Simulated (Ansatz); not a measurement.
This script for a comparison of enthalpies under pressure of two structures of Sc with the Python package of Ansatz (0.2.0) holds a mistake.

`transition.py`
```python
"""Enthalpies of two structures of Sc under pressure."""

from dataclasses import dataclass
import warnings

import ansatz as az
import numpy as np
from tabulate import tabulate


@dataclass(frozen=True)
class Options:
    functional: str = "PBEsol"
    kspacing: float = 0.3
    smearing: str = "fermi_dirac"
    width_ev: float = 0.1


settings = Options()


def sc(A, a):
    return (
        az.Lattice.cubic(a)
        .space_group(221)
        .atom(A, [0, 0, 0])
    )


def bcc(first, a):
    return az.Crystal.bcc(first, a=a)


def ground_state(name, crystal, pressure=0.0):
    calc = crystal.calculation()
    calc = calc.functional(settings.functional)
    calc = calc.basis(17 * az.Ha)
    calc = calc.kpoints(spacing=settings.kspacing)
    calc = calc.occupations(settings.smearing, width=settings.width_ev)
    calc = calc.relax(force_tolerance=0.01, max_steps=30, cell=True, pressure=pressure)
    return calc.run(threads=1, backend="cpu")


def volume_per_atom(outcome):
    return abs(np.linalg.det(outcome.lattice.cell_ang)) / len(outcome.lattice.sites)

warnings.simplefilter("ignore", az.DeckWarning)

phases = {}
phases["sc"] = sc("Sc", 3.02)
phases["bcc"] = bcc("Sc", 3.68)

# enthalpy per atom at each pressure
pressures = [0, 20, 40, 60]
enthalpy, volume = {name: [] for name in phases}, {name: [] for name in phases}
for p in pressures:
    for name, crystal in phases.items():
        o = ground_state(name, crystal, pressure=p)
        volume[name].append(volume_per_atom(o))
        enthalpy[name].append(o.report["energy_sigma0_ev"] / len(o.lattice.sites) + p * volume[name][-1])
gap = np.array(enthalpy["bcc"]) - np.array(enthalpy["sc"])
rows = [(p, va, vb, 1000 * d) for p, va, vb, d in zip(pressures, volume["sc"], volume["bcc"], gap)]
print(tabulate(rows, headers=["P (GPa)", "V sc (A^3/atom)", "V bcc (A^3/atom)", "H(bcc) - H(sc) (meV/atom)"], floatfmt=".4f", tablefmt="rst"))
crossings = [p0 - g0 * (p1 - p0) / (g1 - g0) for p0, p1, g0, g1 in zip(pressures, pressures[1:], gap, gap[1:]) if g0 * g1 < 0]
print("crossing near", [round(float(p), 1) for p in crossings], "GPa") if crossings else print("no crossing in this range")
```

Running `python transition.py` prints:
```text
=========  =================  ==================  ===========================
  P (GPa)    V sc (A^3/atom)    V bcc (A^3/atom)    H(bcc) - H(sc) (meV/atom)
=========  =================  ==================  ===========================
        0            24.8727             23.9520                    -656.7550
       20            17.8536             18.6351                   14896.1766
       40            14.9665             15.9549                   38770.4105
       60            13.3658             14.1873                   48574.7298
=========  =================  ==================  ===========================
crossing near [0.8] GPa
```

No error stopped it. What is wrong with the input all the same?

The fault: the PV term multiplies GPa by cubic angstrom with no conversion to eV. The change:

```diff
--- before
+++ after
@@ -59,3 +59,3 @@
         volume[name].append(volume_per_atom(o))
-        enthalpy[name].append(o.report["energy_sigma0_ev"] / len(o.lattice.sites) + p * volume[name][-1])
+        enthalpy[name].append(o.report["energy_sigma0_ev"] / len(o.lattice.sites) + p * volume[name][-1] / 160.21766)
 gap = np.array(enthalpy["bcc"]) - np.array(enthalpy["sc"])
```

The mended script runs so:

```console
$ python transition.py
=========  =================  ==================  ===========================
  P (GPa)    V sc (A^3/atom)    V bcc (A^3/atom)    H(bcc) - H(sc) (meV/atom)
=========  =================  ==================  ===========================
        0            24.8727             23.9520                    -656.7550
       20            17.8536             18.6351                    -637.4647
       40            14.9665             15.9549                    -519.4761
       60            13.3658             14.1873                    -403.7808
=========  =================  ==================  ===========================
no crossing in this range
```

Reading the output:
- Total energies depend on the potentials; only differences at equal settings carry meaning.
- At a fixed pressure a relaxation lowers the enthalpy F + PV, while F alone can rise.
- For the metals among these phases the mesh is modest: differences between phases can be off by up to 40 meV an atom.
- Only these two structures are compared, at zero temperature and with their symmetry kept; either may be hypothetical, and another phase may be lower than both. Differences under about 40 meV an atom lie within the error of mesh and functional.
- The cells are prototypes set up for this calculation and needn't exist.
- Timing: 25 s on 1 thread of Arm Neoverse V1 (shared host), peak memory 0.37 GiB.

(Lines on the test bed's own set-up are left out of the output.)
